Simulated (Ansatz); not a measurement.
# FH5OSeSi: the cost of one run

Method: RKS BLYP-D4/def2-SVP, in Ansatz 0.2.0.

**1. Starting point**

Bond lengths: Si1–F2 2.006 Å, Si1–H3 1.449 Å, Si1–H4 1.458 Å, Si1–O5 1.607 Å, Si1–Se7 2.702 Å, O5–H8 0.956 Å, Se7–H9 1.434 Å. Angles: F2–Si1–H3 80.4°, F2–Si1–H4 162.6°, F2–Si1–O5 86.5°, F2–Si1–Se7 74.3°, H3–Si1–H4 111.2°, H3–Si1–O5 128.0°, H3–Si1–Se7 106.8°, H4–Si1–O5 95.5°, H4–Si1–Se7 89.5°, O5–Si1–Se7 117.6°, Si1–O5–H8 123.2°, Si1–Se7–H9 92.9°.

As a file:

```xyz
9

Si   -0.7901    0.1791   -0.2901
F     1.0742    0.6857   -0.8297
H    -0.9781    0.2986   -1.7222
H    -1.9234   -0.4907    0.3357
O    -0.6896    1.3587    0.7967
H     1.5562   -0.3958   -0.6379
Se    0.7125   -2.0292    0.1170
H    -0.0129    2.0337    0.7759
H     1.0513   -1.6401    1.4546
```

**2. Pulling towards end A**

Springs on the bonds that form and break draw the guess towards this end; the thresholds are loose.

input.yaml reads:

```yaml
crystal:
  periodic: [false, false, false]
  atoms:
    - { symbol: Si, position_ang: [-0.7901, 0.1791, -0.2901] }
    - { symbol: F, position_ang: [1.0742, 0.6857, -0.8297] }
    - { symbol: H, position_ang: [-0.9781, 0.2986, -1.7222] }
    - { symbol: H, position_ang: [-1.9234, -0.4907, 0.3357] }
    - { symbol: O, position_ang: [-0.6896, 1.3587, 0.7967] }
    - { symbol: H, position_ang: [1.5562, -0.3958, -0.6379] }
    - { symbol: Se, position_ang: [0.7125, -2.0292, 0.117] }
    - { symbol: H, position_ang: [-0.0129, 2.0337, 0.7759] }
    - { symbol: H, position_ang: [1.0513, -1.6401, 1.4546] }
basis:
  gaussian: { orbitals: def2-SVP }
hamiltonian:
  xc: blyp
  dispersion: d4
relax:
  f_tol: 0.15
  max_steps: 25
  restrain:
    - { distance: [0, 6], at: 3.61, k: 30.0 }
    - { distance: [5, 1], at: 2.18, k: 30.0 }
    - { distance: [0, 1], at: 1.68, k: 30.0 }
    - { distance: [5, 6], at: 1.51, k: 30.0 }
```

Launch:

```sh
ansatz run input.yaml --threads 2 --pin off --max-ram 3072MiB --backend cpu --events-out ev --progress --plain --runs-dir out
```

What time and memory should one allow on 2 threads of Intel Xeon Platinum 8259CL at 2.50GHz (Skylake/Cascade Lake), shared host?

About 37 s, with a peak of 0.19 GiB.
